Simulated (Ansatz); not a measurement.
# Ge₃H₆: a ladder of functionals and wavefunction methods

The task here is to estimate one member of a computed series from the others.

Program: Ansatz 0.2.0, Gaussian basis. Level of theory: functionals in def2-TZVPP, the program's frozen cores in correlated methods. These are calculated values, not measurements.

Plan: LDA (SPW92), PBE-D4, revPBE-D4, BLYP-D4, r2SCAN-D4, B97M-V, PBE0-D4, B3LYP-D4, r2SCANh-D4, r2SCAN0-D4, HSE06-D4, BHLYP-D4, CAM-B3LYP-D4, LC-ωPBE, ωB97X-V, ωB97M-V, B2PLYP, PBE-QIDH; CCSD(T)/def2-SVP; CCSD(T)/def2-TZVPP; MP2/def2-QZVPP; extrapolation to the limit; RPA on PBE.

## The geometry

An earlier PBE0-D4 in a triple-zeta def2 set relaxation fixed the geometry.

SMILES `[GeH2]1[GeH2][GeH2]1`, 9 atoms, charge 0, spin multiplicity 1.

Atoms are counted from 1 here; the program's logs count them from 0.

Bond lengths: Ge1–Ge2 2.433 Å, Ge1–Ge3 2.433 Å, Ge1–H4 1.533 Å, Ge1–H5 1.533 Å, Ge2–Ge3 2.433 Å, Ge2–H6 1.533 Å, Ge2–H7 1.533 Å, Ge3–H8 1.533 Å, Ge3–H9 1.533 Å. Angles: Ge2–Ge1–Ge3 60.0°, Ge2–Ge1–H4 118.6°, Ge2–Ge1–H5 118.6°, Ge3–Ge1–H4 118.6°, Ge3–Ge1–H5 118.6°, H4–Ge1–H5 112.9°, Ge1–Ge2–Ge3 60.0°, Ge1–Ge2–H6 118.6°, Ge1–Ge2–H7 118.6°, Ge3–Ge2–H6 118.6°, Ge3–Ge2–H7 118.6°, H6–Ge2–H7 112.9°, Ge1–Ge3–Ge2 60.0°, Ge1–Ge3–H8 118.6°, Ge1–Ge3–H9 118.6°, Ge2–Ge3–H8 118.6°, Ge2–Ge3–H9 118.6°, H8–Ge3–H9 112.9°.

Set-up of the first run:

Contents of in.yaml:

```yaml
crystal:
  periodic: [false, false, false]
  atoms:
    - {symbol: Ge, position_ang: [-0.982033, 0.315964, -0.953464]}
    - {symbol: Ge, position_ang: [1.283072, 0.563091, -0.100006]}
    - {symbol: Ge, position_ang: [-0.301034, -0.879099, 1.053512]}
    - {symbol: H, position_ang: [-1.196059, -0.481884, -2.244328]}
    - {symbol: H, position_ang: [-1.951291, 1.494609, -0.811924]}
    - {symbol: H, position_ang: [2.434344, -0.085178, -0.876548]}
    - {symbol: H, position_ang: [1.677835, 1.890545, 0.556293]}
    - {symbol: H, position_ang: [-0.104845, -2.396823, 0.971452]}
    - {symbol: H, position_ang: [-0.859979, -0.421215, 2.405033]}
basis:
  gaussian: {orbitals: def2-TZVPP}
hamiltonian: {xc: lda}
output: {orbitals: {seedname: orbitals}}
```

Started as:

```bash
$ ansatz run in.yaml --threads 4 --pin off --events-out ev --progress --plain --max-ram 10444MiB
```

Steps of the session up to this table: LDA; PBE-D4 (GGA); revPBE-D4 (GGA); BLYP-D4 (GGA); r2SCAN-D4 (meta-GGA); B97M-V (meta-GGA); PBE0-D4 (hybrid); B3LYP-D4 (hybrid); r2SCANh-D4 (hybrid); r2SCAN0-D4 (hybrid); HSE06-D4 (hybrid); BHLYP-D4 (hybrid); CAM-B3LYP-D4 (range-separated); LC-ωPBE (range-separated); ωB97X-V (range-separated); ωB97M-V (range-separated); B2PLYP (double hybrid); PBE-QIDH (double hybrid).

One table of the session follows, with a row left open; its other results are not shown here.

It belongs to the step «Orbital energies across the functionals». 

```
  functional  HOMO (eV)  gap (eV)
 LDA (SPW92)      -5.94      4.62
      PBE-D4      -5.81      4.63
   revPBE-D4      -5.76      4.64
     BLYP-D4      -5.65      4.58
   r2SCAN-D4          ?         ?
      B97M-V      -6.06      4.93
     PBE0-D4      -6.74      6.32
    B3LYP-D4      -6.55      6.00
  r2SCANh-D4      -6.38      5.63
  r2SCAN0-D4      -6.89      6.55
    HSE06-D4      -6.36      5.56
    BHLYP-D4      -7.53      8.05
CAM-B3LYP-D4      -7.87      8.56
     LC-ωPBE      -9.10     10.85
     ωB97X-V      -8.81     10.45
     ωB97M-V      -8.65     10.09
```

Estimate the missing values for r2SCAN-D4.

Worked estimate for «HOMO (eV)». Against the share of exact exchange, r2SCANh-D4 (0.1, -6.38), r2SCAN0-D4 (0.25, -6.89) give a slope of -3.40 per unit share; at 0 the line stands at -6.04.

As computed: HOMO (eV): -6.04; gap (eV): 5.01. In «HOMO (eV)» the line misses by 0.00.
